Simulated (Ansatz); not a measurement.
# C2H5FSi (SMILES C=C[SiH2]F): a rigid scan of the dihedral angle C1–C2–Si3–F4

Aim: the energy along the dihedral angle C1–C2–Si3–F4, from CCSD(T) and from cheaper methods, relative to the minimum. No other atom is relaxed.

The runs use Ansatz 0.2.0, Gaussian basis; single points in def2-TZVPP.

Levels: PBE-D4, r2SCAN-D4, PBE0-D4, B3LYP-D4, wB97M-V, Hartree-Fock, MP2, CCSD, CCSD(T). The scan takes 128.4, 158.4, -171.6, -141.6, -111.6, -81.6, -51.6, -21.6, 8.4, 38.4, 68.4, 98.4°.

Cores are frozen in the correlated methods. B3LYP uses VWN-RPA correlation.

19 further runs of the same task are left out: 19 set aside as unsound or not needed.

### Step 1. The starting structure

The minimum, relaxed at PBE0-D4: SMILES `C=C[SiH2]F`, 9 atoms, charge 0, spin multiplicity 1.

Atoms are counted from 1 here; the program's logs count them from 0.

Bond lengths: C1–C2 1.331 Å, C1–H5 1.087 Å, C1–H6 1.087 Å, C2–Si3 1.847 Å, C2–H7 1.089 Å, Si3–F4 1.603 Å, Si3–H8 1.484 Å, Si3–H9 1.484 Å. Angles: C2–C1–H5 122.4°, C2–C1–H6 121.6°, H5–C1–H6 116.0°, C1–C2–Si3 121.5°, C1–C2–H7 118.4°, Si3–C2–H7 120.0°, C2–Si3–F4 110.4°, C2–Si3–H8 111.7°, C2–Si3–H9 109.0°, F4–Si3–H8 106.3°, F4–Si3–H9 108.2°, H8–Si3–H9 111.0°.

Geometry (Å):

```
C    -1.24842    0.81382   -0.32729
C    -0.28003    0.44702    0.50909
Si    0.99769   -0.79446    0.02145
F     2.46043   -0.14034    0.06978
H    -2.02322    1.52160   -0.04579
H    -1.30932    0.41813   -1.33776
H    -0.26833    0.87697    1.50919
H     1.02601   -1.94901    0.95342
H     0.73370   -1.23993   -1.36918
```

Energies of the minimum (eV), from earlier single points: PBE-D4 -12743.69981, r2SCAN-D4 -12750.18325, PBE0-D4 -12744.80110, B3LYP-D4 -12754.43774, wB97M-V -12750.95999, CCSD(T) -12732.46456.

At the minimum the dihedral angle C1–C2–Si3–F4 is 119.0°.

### Step 2. C1–C2–Si3–F4 = 128.4°

The input, ccsdt-tzvpp/in.yaml:

```yaml
crystal:
  periodic: [false, false, false]
  atoms:
    - {symbol: C, position_ang: [-1.248420, 0.813819, -0.327292]}
    - {symbol: C, position_ang: [-0.280032, 0.447020, 0.509087]}
    - {symbol: Si, position_ang: [0.997689, -0.794455, 0.021450]}
    - {symbol: F, position_ang: [2.468918, -0.222207, 0.300444]}
    - {symbol: H, position_ang: [-2.023224, 1.521602, -0.045794]}
    - {symbol: H, position_ang: [-1.309324, 0.418125, -1.337759]}
    - {symbol: H, position_ang: [-0.268329, 0.876973, 1.509194]}
    - {symbol: H, position_ang: [0.879375, -2.044547, 0.812425]}
    - {symbol: H, position_ang: [0.874420, -1.070703, -1.431301]}
basis:
  gaussian: {orbitals: def2-TZVPP}
correlation: {method: ccsd_t}
```

The command line of these runs was not kept.

After this run come: C1–C2–Si3–F4 = 158.4°; C1–C2–Si3–F4 = -171.6°; C1–C2–Si3–F4 = -141.6°; C1–C2–Si3–F4 = -111.6°; C1–C2–Si3–F4 = -81.6°; C1–C2–Si3–F4 = -51.6°; C1–C2–Si3–F4 = -21.6°; C1–C2–Si3–F4 = 8.4°; C1–C2–Si3–F4 = 38.4°; C1–C2–Si3–F4 = 68.4°; C1–C2–Si3–F4 = 98.4°.

What does the calculation give? Wanted: highest point, CCSD(T); lowest point, CCSD(T); RMS deviation from CCSD(T); largest T1 diagnostic.

The runs gave:

| quantity | value |
| --- | --- |
| highest point, CCSD(T) | 82 meV at -171.6° |
| lowest point, CCSD(T) | 0 meV at 119.0° |
| RMS deviation from CCSD(T) | PBE-D4 3, r2SCAN-D4 6, PBE0-D4 2, B3LYP-D4 2, wB97M-V 2, Hartree-Fock 7, MP2 3, CCSD 1 meV |
| largest T1 diagnostic | 0.012 |

Over the points sampled the torsion costs at most 82 meV, a hindered rotation that is fast at room temperature. A rigid scan overstates barriers, since nothing else may give way. The curve of CCSD lies nearest to CCSD(T), that of Hartree-Fock farthest.
